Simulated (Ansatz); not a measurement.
# Na: the cost of one run

Method: DFT PBEsol, scalar-relativistic, plane waves, PAW, in Ansatz 0.2.0.

### Step 1. The starting structure

Symmetry: Im-3m, No. 229, cubic system. The conventional cell has a = 4.235 Å, b = 4.235 Å, c = 4.235 Å, α = 90.00°, β = 90.00°, γ = 90.00°. Na (site symmetry m-3m) is surrounded by 8 Na at 3.67 Å.

Coordinates:

```cif
data_structure
_symmetry_space_group_name_H-M 'Im-3m'
_symmetry_Int_Tables_number 229
_cell_length_a 4.2350
_cell_length_b 4.2350
_cell_length_c 4.2350
_cell_angle_alpha 90.000
_cell_angle_beta 90.000
_cell_angle_gamma 90.000
_cell_volume 75.96
loop_
_atom_site_label
_atom_site_type_symbol
_atom_site_symmetry_multiplicity
_atom_site_Wyckoff_symbol
_atom_site_fract_x
_atom_site_fract_y
_atom_site_fract_z
_atom_site_occupancy
Na1 Na 2 a 0.00000 0.00000 0.00000 1
```

Source of the structure: the Crystallography Open Database.

(A quick probe on a coarse mesh, which set the mesh and smearing, is not shown.)

### Step 3. Full relaxation

The input, input.yaml:

```yaml
crystal:
  lattice:
    - [-2.1175, 2.1175, 2.1175]
    - [2.1175, -2.1175, 2.1175]
    - [2.1175, 2.1175, -2.1175]
  atoms:
    - { symbol: Na, position: [0.0, 0.0, 0.0] }
basis:
  ecutwfc: 420
kpoints:
  mp_grid: { grid: [14, 14, 14] }
hamiltonian:
  xc: pbesol
scf:
  occupations: { method: gaussian, width: 0.1 }
output:
  forces: true
  stress: true
  eigenvalues: true
relax:
  adjacent_minimum: "off"
  f_tol: 0.005
  max_steps: 80
  cell: { stress_tol: 0.05 }
```

Q: Estimate wall time and peak memory on 1 thread of an Arm CPU, shared host.

About 6.8 s, with a peak of 0.29 GiB.
